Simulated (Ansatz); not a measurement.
# C₃H₅FGe: up Jacob's ladder to CCSD(T)

How much do the methods differ for C₃H₅FGe? The plan is to run it at one geometry with functionals of several rungs and with coupled cluster, and see how far each lands from CCSD(T) at the basis-set limit for the atomisation energy.

The runs use Ansatz 0.2.0, Gaussian basis; functionals in def2-TZVPP, the program's frozen cores in correlated methods.

Levels to be run: PBE-D4, r2SCAN-D4, PBE0-D4, B3LYP-D4, ωB97X-V, ωB97M-V, B2PLYP; CCSD(T)/def2-TZVPP; MP2/def2-QZVPP; extrapolation to the limit.

## 1. Structure used throughout

The geometry comes from an earlier relaxation with PBE0-D4 in a triple-zeta def2 set; it is a stationary point, not always the lowest conformer.

10 atoms, charge 0, spin multiplicity 1.

Atoms are counted from 1 here; the program's logs count them from 0.

Bond lengths: F1–C2 1.277 Å, C2–C3 1.196 Å, C3–C4 1.447 Å, C4–Ge5 1.975 Å, C4–H6 1.093 Å, C4–H7 1.093 Å, Ge5–H8 1.535 Å, Ge5–H9 1.539 Å, Ge5–H10 1.535 Å. Angles: F1–C2–C3 179.1°, C2–C3–C4 177.5°, C3–C4–Ge5 111.2°, C3–C4–H6 110.9°, C3–C4–H7 110.9°, Ge5–C4–H6 108.2°, Ge5–C4–H7 108.2°, H6–C4–H7 107.4°, C4–Ge5–H8 109.2°, C4–Ge5–H9 109.2°, C4–Ge5–H10 109.2°, H8–Ge5–H9 109.7°, H8–Ge5–H10 109.8°, H9–Ge5–H10 109.7°.

Geometry (Å):

```xyz
10

F     2.0836   -0.5749    2.8925
C     1.3877   -0.6512    1.8250
C     0.7398   -0.7413    0.8241
C    -0.0562   -0.7898   -0.3830
Ge   -0.7891    0.9899   -0.8273
H    -0.8924   -1.4846   -0.2709
H     0.5419   -1.1335   -1.2308
H    -1.6770    1.4731    0.3286
H    -1.6251    0.8866   -2.1155
H     0.3699    1.9744   -1.0399
```

## 2. PBE-D4 (GGA)

in.yaml reads:

```yaml
crystal:
  periodic: [false, false, false]
  atoms:
    - {symbol: F, position_ang: [2.083561, -0.574945, 2.892544]}
    - {symbol: C, position_ang: [1.387674, -0.651180, 1.824960]}
    - {symbol: C, position_ang: [0.739839, -0.741291, 0.824107]}
    - {symbol: C, position_ang: [-0.056160, -0.789792, -0.382995]}
    - {symbol: Ge, position_ang: [-0.789111, 0.989950, -0.827255]}
    - {symbol: H, position_ang: [-0.892426, -1.484620, -0.270896]}
    - {symbol: H, position_ang: [0.541919, -1.133503, -1.230847]}
    - {symbol: H, position_ang: [-1.676994, 1.473065, 0.328568]}
    - {symbol: H, position_ang: [-1.625066, 0.886571, -2.115526]}
    - {symbol: H, position_ang: [0.369863, 1.974445, -1.039860]}
basis:
  gaussian: {orbitals: def2-TZVPP}
hamiltonian: {xc: pbe, dispersion: d4}
output: {forces: true, orbitals: {seedname: orbitals}}
```

The run is started by

```console
$ ansatz run in.yaml --threads 4 --pin off --events-out ev --progress --plain --max-ram 10444MiB
```

After this run come: r2SCAN-D4 (meta-GGA); PBE0-D4 (hybrid); B3LYP-D4 (hybrid); ωB97X-V (range-separated); ωB97M-V (range-separated); B2PLYP (double hybrid); CCSD(T) in def2-TZVPP; MP2 in def2-QZVPP.

Before running them: what should the planned runs give, taken together? Wanted: atomisation energy, CCSD(T)/CBS; farthest; mean size of error, hybrid; mean size of error, range-separated; gap, smallest and largest; T1 diagnostic; triples share of the correlation energy.

The runs gave:

| quantity | value |
| --- | --- |
| atomisation energy, CCSD(T)/CBS | 3662.8 kJ/mol |
| functionals within 36.6 kJ/mol (1.0 %) | r2SCAN-D4, PBE0-D4, B3LYP-D4, ωB97X-V, ωB97M-V, B2PLYP |
| farthest | PBE-D4 (+104.6 kJ/mol) |
| mean size of error, hybrid | 14.4 kJ/mol |
| mean size of error, range-separated | 5.0 kJ/mol |
| gap, smallest and largest | 5.93 eV (PBE-D4), 12.11 eV (ωB97X-V) |
| T1 diagnostic | 0.0120 |
| triples share of the correlation energy | 3.9 % |

**Reading.** PBE-D4 misses by +104.6 kJ/mol. Double hybrids carry the basis error of their MP2 part in triple zeta, and no dispersion term here, so their miss is partly the set-up's. Misses under about 36.6 kJ/mol are within the doubt on the reference itself, which lacks core-valence correlation, relativity and higher excitations, and its outer-core shells are covered unevenly. Hartree-Fock recovers 71 % of the binding; the rest is correlation. Orbital gaps span 5.9 to 12.1 eV; exact exchange widens them. Correlated methods include outer-core shells of Ge, which these sets cover unevenly.
